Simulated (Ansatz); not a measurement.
# Na3Cl (distorted cell): a single point

Program: Ansatz's Python interface.

Notebook, run cell by cell (the value of a cell's last expression is shown):

```python
from collections import Counter
import json

import ansatz
from pymatgen.core import Structure
```

```python
FUNCTIONAL = "PBEsol"
CUTOFF = 260
KMESH = (6, 6, 2)
SMEARING = "cold"
MAX_SCF = 60
```

```python
na3cl = (
    ansatz.Lattice.of([3.44378, 0.00655, 0.04733], [0.00655, 3.49636, 0.09343], [0.12879, 0.25424, 9.65496])
    .atom("Na", [0.99447, 0.99914, 0.50218])
    .atom("Na", [0.49204, 0.49718, 0.82663])
    .atom("Na", [0.50075, 0.49168, 0.17816])
    .atom("Cl", [0.00641, 0.00557, 0.99999])
)

na3cl.resolved().sites[-1]
```

    Site(symbol='Cl', position=(0.00641, 0.00557, 0.99999), moment=None, axis=None, held=None, saved=None)

```python
# settings of the run
calculation = (
    na3cl.calculation()
    .functional(FUNCTIONAL)
    .basis(CUTOFF)
    .accuracy("medium")
    .kpoints(mesh=KMESH)
    .occupations(SMEARING)
    .scf(max_iterations=MAX_SCF)
    .cutoff_correction(756)
    .bader_charges()
)
done = calculation.run(events_out="events.ndjson")
r = done.report
```

    DeckWarning: basis.ecutwfc = 260 eV is below the records' recommended 420 eV, and the density's cutoff is lower with it unless basis.ecutrho_ratio is high enough to keep the records' density cutoff: compare with a run at a higher cutoff

```python
{key: value for key, value in r.items() if isinstance(value, (int, float)) and "ev" in key}
```

    {'n_hpsi_unsolved_levels': 346,
     'gap_by_band_count_ev': -3.883594950223353,
     'fermi_energy_ev': 3.447809098862075,
     'harris_foulkes_ev': -5490.633763264132,
     'free_energy_ev': -5490.633763246459,
     'internal_energy_ev': -5490.634614030892,
     'lagrangian_ev': -5490.633763246459,
     'energy_sigma0_ev': -5490.63404684127,
     'lagrangian_sigma0_ev': -5490.63404684127,
     'lagrangian_above_aufbau_ev': 0.0001486429375094756,
     'entropy_ts_ev': -0.0008507844328977305}

```python
with open("events.ndjson") as stream:
    kinds = Counter(json.loads(line)["event"] for line in stream)
print("events:", {kind: kinds[kind] for kind in ("scf_iter", "scf_done", "notice", "finished")})
```

    events: {'scf_iter': 9, 'scf_done': 1, 'notice': 2, 'finished': 1}

```python
energy = r["free_energy_ev"]
print("Na3Cl: {:.6f} eV = {:.6f} Ry = {:.6f} Ha".format(energy, energy / 13.605693, energy / 27.211386))
print("Fermi level {:.4f} eV, {} k-points, {} symmetry operations".format(r["fermi_energy_ev"], r["n_kpoints"], r["n_symmetry_ops"]))
```

    Na3Cl: -5490.633763 eV = -403.554142 Ry = -201.777071 Ha
    Fermi level 3.4478 eV, 40 k-points, 1 symmetry operations

```python
# estimate of what a larger basis would gain, without a second SCF
estimate = r.get("cutoff_correction")
if estimate:
    print("towards {} eV the energy would change by {:.2f} meV/atom".format(estimate["reference_ecutwfc_ev"], 1000 * estimate["energy_ev"] / len(done.lattice.sites)))
```

    towards 756.0 eV the energy would change by -229.75 meV/atom

```python
charges = done.bader_charges()
for atom in charges.atoms:
    print(f"Bader charge {atom.symbol:2s} {atom.partial_charge_e:+.3f} e")
```

    Bader charge Na +0.046 e
    Bader charge Na +0.495 e
    Bader charge Na +0.451 e
    Bader charge Cl -0.992 e

```python
final = Structure(done.lattice.cell_ang, [s.symbol for s in done.lattice.sites], [s.position_frac for s in done.lattice.sites])
# first shell of each atom, within 15 % of its shortest distance
for index, site in enumerate(final):
    near = final.get_neighbors(site, 4.5)
    edge = 1.15 * min(n.nn_distance for n in near)
    shell = Counter((round(n.nn_distance, 2), n.specie.symbol) for n in near if n.nn_distance < edge)
    print(f"{index:2d} {site.specie.symbol:2s}", ", ".join(f"{count} {symbol} at {d:.2f}" for (d, symbol), count in sorted(shell.items())))
```

     0 Na 2 Na at 3.44, 2 Na at 3.50, 1 Na at 3.87, 1 Na at 3.88, 1 Na at 3.92, 1 Na at 3.94
     1 Na 1 Cl at 2.85, 1 Cl at 2.95, 1 Cl at 2.98, 1 Cl at 3.10
     2 Na 1 Cl at 2.96, 1 Cl at 2.98, 1 Cl at 3.00, 1 Cl at 3.04, 1 Na at 3.40
     3 Cl 1 Na at 2.85, 1 Na at 2.95, 1 Na at 2.96, 2 Na at 2.98, 1 Na at 3.00, 1 Na at 3.04, 1 Na at 3.10

What to keep in mind:
- The settings weren't tested for convergence.
- The cutoff lies under the one recommended for these potentials.
- The negative TS is no error: cold and Methfessel-Paxton smearing have a generalised entropy.
- The mesh is modest for a metal, so energies can be off by several to tens of meV an atom and pressures by half a GPa or more; differences at equal mesh fare better.
- The zero of the levels is a convention of the potentials, so an absolute Fermi energy is no work function.
- A gap by band count of zero or less means overlapping bands, a metal.
- The cell is a database structure, distorted on purpose.
- Levels are Kohn-Sham eigenvalues on this mesh.
- Warnings are shown shortened and without file and line.
- Run time: 32 s on 1 thread of Arm Neoverse V1, on a shared host, peak memory 0.4 GiB.

(Lines on the test bed's own set-up are left out of the output.)
